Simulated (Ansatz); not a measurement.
# TiAl: further runs on the relaxed cell

An exercise on one series of results from a longer session: the logs are not shown, and one member is left open.

Method: DFT PBE, scalar-relativistic, plane waves, PAW, in Ansatz 0.2.0.

1 further run of the same task is left out (set aside as unsound or not needed).

## The system as given

It takes space group P4/mmm (No. 123, tetragonal). The conventional cell has a = 2.822 Å, b = 2.822 Å, c = 4.077 Å, α = 90.00°, β = 90.00°, γ = 90.00°. Around Ti (site symmetry 4/mmm) lie 4 Ti at 2.82 Å and 8 Al at 2.85 Å. Around Al (site symmetry 4/mmm) lie 4 Al at 2.82 Å and 8 Ti at 2.85 Å.

Structure file:

```xyz
2
Lattice="2.8221 0.0000 0.0000 0.0000 2.8221 0.0000 0.0000 0.0000 4.0768" Properties=species:S:1:pos:R:3 pbc="T T T"
Ti    0.0000    0.0000    0.0000
Al    1.4110    1.4110    2.0384
```

This cell was relaxed beforehand with the same method: volume 16.23 Å³/atom, gap on the mesh none (metal).

Set-up of the first run:

File input.yaml:

```yaml
crystal:
  lattice:
    - [2.8220914093, 0.0, 0.0]
    - [0.0, 2.8220914093, 0.0]
    - [0.0, 0.0, 4.0767651219]
  atoms:
    - { symbol: Ti, position: [0.0, 0.0, 0.0] }
    - { symbol: Al, position: [0.5, 0.5, 0.5] }
basis:
  ecutwfc: 420
kpoints:
  mp_grid: { grid: [14, 14, 10] }
  band_path:
    path:
      - [[0.0, 0.0, 0.0], [0.0, 0.5, 0.0], [0.5, 0.5, 0.0], [0.0, 0.0, 0.0], [0.0, 0.0, 0.5], [0.0, 0.5, 0.5], [0.5, 0.5, 0.5], [0.0, 0.0, 0.5]]
      - [[0.0, 0.5, 0.0], [0.0, 0.5, 0.5]]
      - [[0.5, 0.5, 0.0], [0.5, 0.5, 0.5]]
    npoints: 14
hamiltonian:
  xc: pbe
scf:
  occupations: { method: gaussian, width: 0.1 }
  n_extra_bands: 6
output:
  forces: true
  stress: true
  eigenvalues: true
  populations: true
  dos: { projected: true, de: 0.02, nscf_kmesh: { grid: [21, 21, 15] } }
  bader: true
  write_density: true
  write_potential: true
  elf: true
  volumetric_format: npy
```

On the command line:

```bash
$ ansatz run input.yaml --threads 1 --pin off --max-ram 2560MiB --backend cpu --events-out ev --progress --plain --runs-dir out
```

Among the steps run: Bands, states and charges; The cell under PBEsol; Relaxing with LDA; The cell under PBE+D3(BJ).

One table of the session follows, with a row left open; its other results are not shown here.

It belongs to the step «One structure, several functionals». 

| functional | a (Å) | b (Å) | c (Å) | volume (Å³/atom) |
| --- | --- | --- | --- | --- |
| PBE | 2.822 | 2.822 | 4.077 | 16.23 |
| PBEsol | 2.795 | 2.795 | 4.041 | 15.78 |
| LDA | 2.765 | 2.765 | 4.004 | 15.30 |
| PBE+D3(BJ) | ? | ? | ? | ? |

Q: Estimate the row for PBE+D3(BJ) from the others.

As computed: a (Å): 2.782; b (Å): 2.782; c (Å): 4.017; volume (Å³/atom): 15.54. In the column «a (Å)» it lies between LDA (2.765) and PBEsol (2.795).
